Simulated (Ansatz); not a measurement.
# Cu2H2O3 (element-swapped structure): how the settings move a single-point run

How sensitive is a single-point run of Cu2H2O3 (element-swapped structure) to its settings? A reference run comes first, then four runs with altered input.

Method: reference: DFT r2SCAN, plane waves, PAW, scalar-relativistic, no spin polarisation, in Ansatz 0.2.0.

## 1. Starting point

Symmetry: P-3m1, No. 164, trigonal system. Conventional cell: a = 3.043 Å, b = 3.043 Å, c = 7.605 Å, α = 90.00°, β = 90.00°, γ = 120.00°. H (site symmetry 3m) is surrounded by 1 O at 0.98 Å. Around Cu (site symmetry 3m) lie 6 O at 2.07 to 2.14 Å. O (site symmetry 3m) has 1 H at 0.98 Å as nearest neighbours. Around O (site symmetry -3m) lie 6 Cu at 2.14 Å.

As a file:

```cif
data_structure
_symmetry_space_group_name_H-M 'P 1'
_symmetry_Int_Tables_number 1
_cell_length_a 3.0432
_cell_length_b 3.0432
_cell_length_c 7.6055
_cell_angle_alpha 90.000
_cell_angle_beta 90.000
_cell_angle_gamma 120.000
_cell_volume 61.00
loop_
_atom_site_label
_atom_site_type_symbol
_atom_site_fract_x
_atom_site_fract_y
_atom_site_fract_z
_atom_site_occupancy
H1 H 0.33330 0.66670 0.56660 1
H2 H 0.66670 0.33330 0.43340 1
Cu1 Cu 0.66670 0.33330 0.83990 1
Cu2 Cu 0.33330 0.66670 0.16010 1
O1 O 0.33330 0.66670 0.69490 1
O2 O 0.66670 0.33330 0.30510 1
O3 O 0.00000 0.00000 0.00000 1
```

## 2. Reference

Contents of input.yaml:

```yaml
crystal:
  lattice:
    - [3.04317595, 0.0, 0.0]
    - [-1.52158849, 2.63546973, 0.0]
    - [0.0, 0.0, 7.60547371]
  atoms:
    - { symbol: H, position: [0.3333, 0.6667, 0.5666] }
    - { symbol: H, position: [0.6667, 0.3333, 0.4334] }
    - { symbol: Cu, position: [0.6667, 0.3333, 0.8399] }
    - { symbol: Cu, position: [0.3333, 0.6667, 0.1601] }
    - { symbol: O, position: [0.3333, 0.6667, 0.6949] }
    - { symbol: O, position: [0.6667, 0.3333, 0.3051] }
    - { symbol: O, position: [0.0, 0.0, 0.0] }
  symmetry: { tolerance: 0.0003 }
kpoints:
  mp_grid: { grid: [7, 7, 3], shift: [0, 0, 0] }
magnetization:
  spin_polarized: false
scf:
  occupations: { method: fermi_dirac }
hamiltonian:
  pseudopotentials: { kind: paw }
  xc: r2scan
basis:
  ecutwfc: 500
output:
  forces: true
  stress: true
  eigenvalues: true
```

Command:

```
ansatz run input.yaml --threads 1 --pin off --max-ram 2560MiB --backend cpu --events-out ev --progress --plain --runs-dir out
```

## 3. Changed: symmetry.detect false, xc_grid 2, ecutrho_ratio 4, tolerance left out

Edit input.yaml of step 2 so:

```diff
@@ -13,3 +13,3 @@
     - { symbol: O, position: [0.0, 0.0, 0.0] }
-  symmetry: { tolerance: 0.0003 }
+  symmetry: { detect: false }
 kpoints:
@@ -25,2 +25,4 @@
   ecutwfc: 500
+  xc_grid: 2
+  ecutrho_ratio: 4
 output:
```

## 4. Changing settings: mp_grid.shift [0.5, 0.5, 0.5], ecutwfc 58.8 Ry

Edit input.yaml of step 2 so:

```diff
@@ -15,3 +15,3 @@
 kpoints:
-  mp_grid: { grid: [7, 7, 3], shift: [0, 0, 0] }
+  mp_grid: { grid: [7, 7, 3], shift: [0.5, 0.5, 0.5] }
 magnetization:
@@ -24,3 +24,3 @@
 basis:
-  ecutwfc: 500
+  ecutwfc: "58.8 Ry"
 output:
```

## 5. Changing settings: chi_scale 0.3, scf.algorithm density_mixing

Edit input.yaml of step 2 so:

```diff
@@ -20,2 +20,4 @@
   occupations: { method: fermi_dirac }
+  initial_density: { chi_scale: 0.3 }
+  algorithm: density_mixing
 hamiltonian:
```

## 6. The same system, input altered

Edit input.yaml of step 2 so:

```diff
@@ -20,2 +20,3 @@
   occupations: { method: fermi_dirac }
+  max_iter: 75
 hamiltonian:
@@ -23,2 +24,3 @@
   xc: r2scan
+  hubbard: { sites: [{ species: H, l: f, u_eff: 30.0 }] }
 basis:
```

(Steps that only read results are left out.)

Q: Predict the outcome of this session. Wanted: for each run, ending; energy change; pressure; gap; force.

The runs gave:

| run | ending | energy change | pressure (GPa) | gap (eV) | force (eV/Å) | cycles | time |
| --- | --- | --- | --- | --- | --- | --- | --- |
| reference | converged | 0 | -4.2 | 0.00 | 0.54 | 10 | 7.4 s |
| 1: symmetry.detect false, xc_grid 2, ecutrho_ratio 4, tolerance left out | converged | 0.0 meV/atom | -4.2 | 0.00 | 0.54 | 10 | 30 s |
| 2: mp_grid.shift [0.5, 0.5, 0.5], ecutwfc 58.8 Ry | converged | -5.1 meV/atom | -4.3 | 0.00 | 0.54 | 10 | 26 s |
| 3: chi_scale 0.3, scf.algorithm density_mixing | converged | 0.0 meV/atom | -4.2 | 0.00 | 0.54 | 15 | 12 s |
| 4: hubbard.sites [{species: H, l: f, u_eff: 30.0}] | refused | - | - | - | - | - | 0.16 s |

Residual by cycle in the longest SCF loop of each run; runs are numbered as in the table. The quantity is the density residual dr2, in eV.

| cycle | reference | run 1 | run 2 | run 3 |
| --- | --- | --- | --- | --- |
| 1 | 0.14 | 0.14 | 0.148 | 241 |
| 2 | 0.0573 | 0.0573 | 0.063 | 1.8e3 |
| 4 | 0.0429 | 0.0429 | 0.0419 | 12 |
| 5 | 0.00577 | 0.00577 | 0.00519 | 8 |
| 6 | 2.3e-4 | 2.2e-4 | 2.8e-4 | 1.58 |
| 7 | 2.0e-5 | 2.0e-5 | 5.8e-5 | 2.84 |
| 9 | 7.9e-7 | 7.7e-7 | 2.6e-7 | 0.143 |
| 10 | 2.9e-8 | 2.8e-8 | 1.1e-8 | 0.0019 |
| 11 | - | - | - | 1.2e-4 |
| 12 | - | - | - | 1.3e-5 |
| 14 | - | - | - | 2.0e-7 |
| 15 | - | - | - | 4.5e-9 |

What this shows: Of the converged runs whose energies compare with the reference's, «mp_grid.shift [0.5, 0.5, 0.5], ecutwfc 58.8 Ry» moves the energy most (-5.1 meV/atom). The pressure spans -4.3 to -4.2 GPa over the reference and the converged variants. Of the variants the dearest is «symmetry.detect false, xc_grid 2, ecutrho_ratio 4, tolerance left out» (30 s), the cheapest «chi_scale 0.3, scf.algorithm density_mixing» (12 s), on a shared host. 1 of the 4 altered inputs did not end normally.

The reference is no final answer either: its mesh is coarse for a cell with so small a gap or none; the structure is made up and not relaxed.
